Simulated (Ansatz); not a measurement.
# CdCu2GeSe4: the cost of one run

All numbers are computed with Ansatz 0.2.0, driven from Python. Level of theory: DFT r2SCAN+D4, plane waves, PAW.

## (1) Starting point

The structure is tetragonal, space group I-42m (No. 121). The conventional cell has a = 5.748 Å, b = 5.748 Å, c = 11.053 Å, α = 90.00°, β = 90.00°, γ = 90.00°. Cd (site symmetry -42m) is surrounded by 4 Se at 2.65 Å. Around Cu (site symmetry -4) lie 4 Se at 2.41 Å. Ge (site symmetry -42m) is surrounded by 4 Se at 2.38 Å. Around Se (site symmetry m) lie 1 Ge at 2.38 Å and 2 Cu at 2.41 Å and 1 Cd at 2.65 Å.

No structure file is read: the coordinates are typed or built in the script.

## (2) Script

run_relax.py

```python
"""Relax the ions of CdCu2GeSe4 at fixed cell."""

from pathlib import Path

import ansatz as az
from ase import Atoms
from ase.neighborlist import neighbor_list
import numpy as np
from pymatgen.core import Lattice, Structure
from pymatgen.io.ase import AseAtomsAdaptor

pmg_structure = Structure(
    Lattice([(-2.8741, 2.8741, 5.52665), (2.8741, -2.8741, 5.52665), (2.8741, 2.8741, -5.52665)]),
    ["Cd", "Cu", "Cu", "Ge", "Se", "Se", "Se", "Se"],
    [
        (0.0, 0.0, 0.0),
        (0.25, 0.75, 0.5),
        (0.75, 0.25, 0.5),
        (0.5, 0.5, 0.0),
        (0.4042, 0.4042, 0.541),
        (0.5958, 0.1368, 0.0),
        (0.8632, 0.8632, 0.459),
        (0.1368, 0.5958, 0.0),
    ],
)
crystal = az.Crystal.from_ase(AseAtomsAdaptor.get_atoms(pmg_structure))
# a displaced start

calc = (
    crystal.move(6, to=(0.8806, 0.8806, 0.49379)).calculation()
    .kpoints(3, center="monkhorst-pack")
    .occupations("fermi_dirac", width=300 * az.meV)
    .eigensolver("davidson")
    .scf(tolerance=1e-06, max_iterations=80, lower_state_search="standard", algorithm="density_mixing")
    .basis(300)
    .functional("r2SCAN", dispersion="D4")
    .relax(force_tolerance=0.05)
    .density()
    .electron_localization_function()
    .output_files(volumetric_format="npy")
)
steps = []


def collect(event):
    if event["event"] == "relax_step":
        steps.append(event["data"])


done = calc.session().plan().execute(on_event=collect)
r = done.report
for s in steps:
    flag = "" if s["accepted"] else "  (rejected)"
    print("step %2d  E = %.5f eV  largest force component = %.4f eV/A%s" % (s["step"], s["lagrangian_ev"], s["allowed_force_max_ev_ang"], flag))

first, last = steps[0], steps[-1]
symbols = [site.symbol for site in done.lattice.sites]
print(f"energy gained {first['lagrangian_ev'] - last['lagrangian_ev']:.4f} eV in {len(steps) - 1} steps")

print("relaxed fractional positions")
for site in done.lattice.sites:
    print(f"  {site.symbol:2s}", " ".join(f"{v % 1:8.5f}" for v in np.round(site.position_frac, 5)))

final = Atoms(symbols, positions=last["positions_ang"], cell=done.lattice.cell_ang, pbc=True)
i, j, d = neighbor_list("ijd", final, 4.5)
print("neighbours within 1.2 times the shortest distance of each atom (A)")
for atom in range(len(final)):
    near = [m for m in np.argsort(d) if i[m] == atom]
    shell = [m for m in near if d[m] < 1.2 * d[near[0]]]
    print(f"{symbols[atom]}{atom} ({len(shell)}):", ", ".join(f"{symbols[j[m]]} {d[m]:.3f}" for m in shell))

print(f"free energy      {r['free_energy_ev']:.5f} eV")
print(f"per atom         {r['free_energy_ev'] / len(done.lattice.sites):.5f} eV")
print(f"SCF iterations   {r['n_iterations']}  (converged: {r['converged']})")

# ELF is 0.5 in a uniform gas and nears 1 where pairs localise
folder = Path(done.write_results("elf"))
elf = np.load(folder / "elf.npy")
peak = np.unravel_index(elf.argmax(), elf.shape)
print(f"largest ELF {elf.max():.3f} at grid fractions", np.round(np.array(peak) / elf.shape, 3))
for level in (0.2, 0.5, 0.7, 0.8, 0.9):
    print(f"share of the cell with ELF over {level}: {np.mean(elf > level):.3f}")
```

## (3) What the engine is handed

The package turns the script's settings into the engine's input:

```yaml
crystal:
  lattice:
    - [-2.8741, 2.8741, 5.52665]
    - [2.8741, -2.8741, 5.52665]
    - [2.8741, 2.8741, -5.52665]
  atoms:
    - { symbol: Cd, position: [0.0, 0.0, 0.0] }
    - { symbol: Cu, position: [0.25, 0.75, 0.5] }
    - { symbol: Cu, position: [0.7499999999999999, 0.25000000000000006, 0.49999999999999994] }
    - { symbol: Ge, position: [0.5, 0.5, 0.0] }
    - { symbol: Se, position: [0.4042, 0.4042, 0.541] }
    - { symbol: Se, position: [0.5958, 0.1368, 0.0] }
    - { symbol: Se, position: [0.8806, 0.8806, 0.49379] }
    - { symbol: Se, position: [0.1368, 0.5958, 0.0] }
basis:
  ecutwfc: 300.0
kpoints:
  mp_grid:
    grid: [3, 3, 3]
    shift: [0.0, 0.0, 0.0]
hamiltonian:
  xc: r2scan
  dispersion: d4
scf:
  max_iter: 80
  algorithm: density_mixing
  convergence:
    dr2_threshold: 1.0e-06
  lower_state_search: standard
  occupations:
    method: fermi_dirac
    width: 0.3
  eigensolver:
    kind: davidson
relax:
  f_tol: 0.05
output:
  write_density: true
  volumetric_format: npy
  elf: true
```

## (4) Launch

Command:

```console
python run_relax.py
```

What time and memory should one allow on 1 thread of Arm Neoverse V2, shared host?

About 2.4 min, with a peak of 0.86 GiB.
